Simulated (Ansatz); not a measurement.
# SrMgGa3: the cost of one run

Computed with Ansatz 0.2.0 (DFT PBE, scalar-relativistic, plane waves, PAW, unless a step's input says otherwise).

2 further runs of the same task are left out: 1 that didn't finish, 1 set aside as unsound or not needed.

### Step 1. The system as given

Symmetry: P6/mmm, No. 191, hexagonal system. The conventional cell has a = 4.778 Å, b = 4.778 Å, c = 5.958 Å, α = 90.00°, β = 90.00°, γ = 120.00°. Sr (site symmetry 6/mmm) has 6 Ga at 2.39 Å as nearest neighbours. Around Mg (site symmetry 6/mmm) lie 2 Sr at 2.98 Å. Around Ga (site symmetry mmm) lie 2 Sr at 2.39 Å and 4 Ga at 2.39 Å.

Coordinates:

```
CELL_PARAMETERS angstrom
4.77839 0.00000 0.00000
-2.38919 4.13820 0.00000
0.00000 0.00000 5.95810
ATOMIC_POSITIONS crystal
Sr 0.00000 0.00000 0.50000
Mg 0.00000 0.00000 0.00000
Ga 0.50000 0.00000 0.50000
Ga 0.00000 0.50000 0.50000
Ga 0.50000 0.50000 0.50000
```

Recipe of the guess: random cell by space group and Wyckoff sites (P6/mmm, No. 191). Lengths come from tabulated atomic sizes and are only a guess.

### Step 2. Probe: one point on a coarse mesh

File input.yaml:

```yaml
crystal:
  lattice:
    - [4.77838599, 0.0, 0.0]
    - [-2.389193, 4.13820366, 0.0]
    - [0.0, 0.0, 5.9580968]
  atoms:
    - { symbol: Sr, position: [0.0, 0.0, 0.5] }
    - { symbol: Mg, position: [0.0, 0.0, 0.0] }
    - { symbol: Ga, position: [0.5, 0.0, 0.5] }
    - { symbol: Ga, position: [0.0, 0.5, 0.5] }
    - { symbol: Ga, position: [0.5, 0.5, 0.5] }
basis:
  ecutwfc: 420
kpoints:
  mp_grid: { grid: [6, 6, 4] }
hamiltonian:
  xc: pbe
scf:
  occupations: { method: gaussian, width: 0.1 }
  lower_state_search: "off"
output:
  forces: true
  stress: true
  eigenvalues: true
```

Started as:

```sh
ansatz run input.yaml --threads 1 --pin off --max-ram 2560MiB --backend cpu --events-out ev --progress --plain --runs-dir out
```

Q: Estimate wall time and peak memory on 1 thread of Arm Neoverse V1, shared host.

About 5.6 s, with a peak of 0.38 GiB.
